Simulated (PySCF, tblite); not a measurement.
# C₅H₆F₂: magnetic properties

What do calculations give for the magnetic properties of C₅H₆F₂ (`FC[C@H]1C=C(F)C1`)?

Computed with tblite 0.8.0 and PySCF 2.14.0 and routines of our own; the level stands in each step. Atoms count from 0.

## (1) The system as given

13 atoms, charge 0, multiplicity 1; geometry from: force field or distance geometry start.

## (2) Optimising the geometry with GFN2-xTB, one coordinate held

What the job is given:

```
{"job": {"kind": "relax", "xc": "GFN2-xTB", "basis": "xTB"}, "charge": 0, "multiplicity": 1}
F     -2.097100    -1.221000     0.582500
C     -1.583700     0.022200     0.353900
C     -0.322300    -0.155800    -0.480300
C     -0.447800    -1.088100    -1.675200
C     -0.199200    -0.137100    -2.567900
F     -0.110700    -0.142300    -3.918200
C     -0.081300     0.960200    -1.535800
H     -1.364200     0.477600     1.341300
H     -2.329000     0.613500    -0.152700
H      0.538600    -0.336400     0.160300
H     -0.640800    -2.162800    -1.751400
H      0.895000     1.436300    -1.450500
H     -0.850000     1.743800    -1.569000
```

Launch:

```sh
> OMP_NUM_THREADS=1 python excited_run.py task.json out
```

One launch serves the whole session: the jobs run in the order shown.

Standard output:

```text
step      E/eV     max force
  0    -630.53986    0.995
  1    -630.58049    0.611
  2    -630.59669    0.543
  3    -630.60688    0.240
  4    -630.61324    0.227
  5    -630.61859    0.165
  6    -630.62125    0.157
  7    -630.62317    0.153
  8    -630.62433    0.151
  9    -630.62490    0.162
 10    -630.62517    0.159
 11    -630.62537    0.151
 12    -630.62554    0.146
 13    -630.62567    0.155
 14    -630.62576    0.172
 15    -630.62583    0.194
 16    -630.62590    0.213
 17    -630.62595    0.223
 18    -630.62602    0.226
 19    -630.62608    0.221
 20    -630.62615    0.213
 21    -630.62619    0.210
 22    -630.62623    0.214
 23    -630.62626    0.223
 24    -630.62629    0.233
 25    -630.62632    0.237
 26    -630.62633    0.234
 27    -630.62635    0.226
 28    -630.62636    0.218
 29    -630.62637    0.212
```

Run time: 0.19 s. Hardware: 1 thread of Intel Xeon Platinum 8375C at 2.90GHz, shared host.

One coordinate is held by a constraint (a dihedral, as typed in the start), so the force along it need not vanish.

Step by step:

```csv
step,energy from step 0 (eV),largest force (eV/Å)
0,0.0000,0.9945
1,-0.0406,0.6107
2,-0.0568,0.5426
3,-0.0670,0.2403
4,-0.0734,0.2274
5,-0.0787,0.1649
6,-0.0814,0.1572
7,-0.0833,0.1535
8,-0.0845,0.1513
9,-0.0850,0.1615
10,-0.0853,0.1593
11,-0.0855,0.1506
12,-0.0857,0.1457
13,-0.0858,0.1547
14,-0.0859,0.1722
15,-0.0860,0.1941
16,-0.0860,0.2127
17,-0.0861,0.2234
18,-0.0862,0.2257
19,-0.0862,0.2212
20,-0.0863,0.2133
21,-0.0863,0.2104
22,-0.0864,0.2142
23,-0.0864,0.2233
24,-0.0864,0.2329
25,-0.0865,0.2372
26,-0.0865,0.2345
27,-0.0865,0.2265
28,-0.0865,0.2183
29,-0.0865,0.2122
```

Close pairs (by a distance rule), those that changed most:

```csv
bond,before (Å),after (Å),change (Å)
C3–H10,1.095,1.071,-0.024
C4–F5,1.353,1.335,-0.019
C1–H8,1.078,1.096,+0.018
C1–H7,1.109,1.094,-0.015
C4–C6,1.511,1.498,-0.014
C6–H12,1.098,1.088,-0.010
F0–C1,1.364,1.373,+0.008
C2–H9,1.088,1.092,+0.004
```

The end geometry stands in the next job.

## (3) Magnetic properties: GIAO HF/pcSseg-1

What the job is given:

```
{"job": {"kind": "mag", "xc": "HF", "basis": "pcSseg-1", "isotopologues": 0}, "charge": 0, "multiplicity": 1}
F     -2.119896    -1.232025     0.619337
C     -1.579383     0.002335     0.357199
C     -0.323839    -0.140670    -0.495506
C     -0.442256    -1.100446    -1.665017
C     -0.217679    -0.132275    -2.542083
F     -0.116993    -0.086593    -3.872085
C     -0.062274     0.975966    -1.547000
H     -1.372894     0.474699     1.322623
H     -2.355409     0.561748    -0.176671
H      0.539202    -0.350210     0.139422
H     -0.647581    -2.150393    -1.710245
H      0.925845     1.430135    -1.500255
H     -0.818066     1.757723    -1.590445
```

With the program's defaults for keys left out, this is: GIAO HF/pcSseg-1 magnetisability, rotational g tensor and spin-rotation constants, non-relativistic, gas phase.

Standard output:

```text
final grid: 111480 points
cycle   1  E = -391.4451078391  dE =  1.712e+00  |g| = 7.329e-01  |ddm| = 3.148e+00
cycle   2  E = -391.5489429537  dE = -1.038e-01  |g| = 4.235e-01  |ddm| = 6.934e-01
cycle   3  E = -391.5786185139  dE = -2.968e-02  |g| = 7.655e-02  |ddm| = 2.871e-01
cycle   4  E = -391.5804879530  dE = -1.869e-03  |g| = 1.773e-02  |ddm| = 9.163e-02
cycle   5  E = -391.5806013134  dE = -1.134e-04  |g| = 5.125e-03  |ddm| = 2.712e-02
cycle   6  E = -391.5806132875  dE = -1.197e-05  |g| = 1.827e-03  |ddm| = 8.733e-03
cycle   7  E = -391.5806151627  dE = -1.875e-06  |g| = 7.724e-04  |ddm| = 3.455e-03
cycle   8  E = -391.5806154255  dE = -2.628e-07  |g| = 2.261e-04  |ddm| = 1.265e-03
cycle   9  E = -391.5806154697  dE = -4.414e-08  |g| = 8.142e-05  |ddm| = 5.478e-04
cycle  10  E = -391.5806154751  dE = -5.379e-09  |g| = 2.882e-05  |ddm| = 1.984e-04
cycle  11  E = -391.5806154758  dE = -6.991e-10  |g| = 9.137e-06  |ddm| = 7.608e-05
converged SCF energy = -391.5806154758

Magnetisability tensor (1e-30 J/T^2)
     -980.66      -15.61       17.55
      -15.61     -996.55       20.65
       17.55       20.65     -937.55
isotropic -971.59   principal values   -1015.38   -971.41   -927.97
isotropic susceptibility -58.510 1e-6 cm^3/mol

Inertial axes            a          b          c
rot. const./GHz      6.7787     1.4867     1.3277
chi total           -58.290    -59.144    -58.097
chi diamagnetic    -265.638   -808.600   -905.888
chi paramagnetic    207.347    749.456    847.791
quadrupole/D A      -10.163      5.901      4.262
g nuclear            0.6259     0.5099     0.5166
g electronic        -0.6603    -0.5234    -0.5288
g total             -0.0345    -0.0136    -0.0122

Spin-rotation constants (kHz, H = +C I.J)
atom  isotope        aa         bb         cc
  0    19F       -0.170      0.593      0.128
  5    19F        5.864      1.994      0.812
  7     1H       -0.204     -0.034     -0.123
  8     1H       -0.612     -0.176      0.070
  9     1H       -0.673     -0.146      0.022
 10     1H       -0.712      0.101     -0.138
 11     1H       -0.596     -0.043     -0.086
 12     1H       -0.748     -0.135      0.008
  1    13C*       1.555      0.294      0.328
  2    13C*       1.160      0.212      0.163
  3    13C*       2.136      0.518      0.226
  4    13C*       2.603      0.627      0.313
  6    13C*       0.913      0.254      0.210
* in the singly substituted isotopologue
```

It took 13 s on 1 thread of Intel Xeon Platinum 8375C at 2.90GHz, shared host; peak memory 0.77 GiB.

From this job:

```csv
quantity,value
magnetisability,-972·10⁻³⁰ J/T²
molar susceptibility,-58.5·10⁻⁶ cm³/mol
"rotational g (a, b, c)","-0.0345, -0.0136, -0.0122"
```

The fields below are evaluated on a grid from the run's orbitals.

Frontier orbitals at HF/pcSseg-1, with the share of their density that lies nearest to each atom:

```csv
orbital,energy (eV),lies on
HOMO,-10.01,"C3, C4 about 36 % each; F5 7 %"
LUMO,4.18,"H7 21 %; H8, H9, H12 about 14 % each; H11 9 %"
```

ELF in a plane through or near 5 of the atoms.

Values, 10 rows by 14 columns:
```
0.00 0.00 0.00 0.00 0.00 0.00 0.00 0.00 0.00 0.00 0.00 0.00 0.00 0.00
0.00 0.00 0.00 0.00 0.00 0.00 0.00 0.00 0.00 0.00 0.00 0.00 0.00 0.00
0.00 0.00 0.00 0.00 0.02 0.05 0.04 0.01 0.00 0.00 0.00 0.00 0.00 0.00
0.00 0.00 0.00 0.00 0.24 0.65 0.58 0.19 0.01 0.39 0.94 0.20 0.00 0.00
0.00 0.00 0.01 0.04 0.19 0.74 0.35 0.80 0.51 0.92 1.00 0.85 0.00 0.00
0.00 0.00 0.35 0.70 0.44 0.15 0.30 0.61 0.89 0.34 0.14 0.03 0.00 0.00
0.00 0.00 0.17 0.47 0.10 0.72 0.49 0.57 0.04 0.84 0.86 0.37 0.00 0.00
0.00 0.00 0.00 0.00 0.01 0.46 1.00 0.97 0.00 0.24 0.15 0.02 0.00 0.00
0.00 0.00 0.00 0.00 0.00 0.04 0.73 0.38 0.00 0.00 0.00 0.00 0.00 0.00
0.00 0.00 0.00 0.00 0.00 0.00 0.00 0.00 0.00 0.00 0.00 0.00 0.00 0.00
```
The map spans 10.8 Å across and 9.6 Å up, centred on the molecule. Atoms in the plane (x, y in Å): C3 (-0.6, -1.2), C4 (-1.6, -0.4), C6 (-0.9, 0.9), H7 (2.3, 0.8), H10 (-0.5, -2.2).

log10 of the density (e/Å³) in the same plane.

Ten even steps from ' ' (-4.0) to '@' (1.4):
```
                                                        
                                                        
                                                        
                ....::::::....                          
              ..::----------::::..........              
            ..::--==++++++====--::::::::::::..          
          ..::--==++**##****++==--========----..        
          ::::--++**######****++++++******====::..      
      ..::--====++**##%%%%####****########++==--..      
      ::==++++++**################%%%%##**++==::..      
    ..--++****####%%%%##################**++==::..      
    ..--++****########%%######****####%%##**++--..      
      ::==++++++++**####@@##**++++**%%%%##**++--        
      ..--========++**######**++++****##**++==::        
          ..::::--==++**####**==--====++==--::..        
              ..::--==++**++++==::::----::....          
                ..::::--==----::..                      
                    ....::::....                        
                                                        
                                                        
```
The map spans 10.8 Å across and 9.6 Å up, centred on the molecule. Atoms in the plane (x, y in Å): C3 (-0.6, -1.2), C4 (-1.6, -0.4), C6 (-0.9, 0.9), H7 (2.3, 0.8), H10 (-0.5, -2.2).

On the surface of density 0.002 e/bohr³ the electrostatic potential runs, from the 1st to the 99th percentile, from -1.21 V near F0 to 1.25 V near H7.

## (4) Outcome

| quantity | value |
| --- | --- |
| magnetisability (step 3, GIAO HF/pcSseg-1) | -972·10⁻³⁰ J/T² |
| molar susceptibility (step 3, GIAO HF/pcSseg-1) | -58.5·10⁻⁶ cm³/mol |
| rotational g (a, b, c) (step 3, GIAO HF/pcSseg-1) | -0.0345, -0.0136, -0.0122 |
| surface potential, 1st and 99th percentile | -1.21 V and 1.25 V |

In words: The values above hold for this geometry and these levels alone. Vibrational averaging and real surroundings are missing from these values.
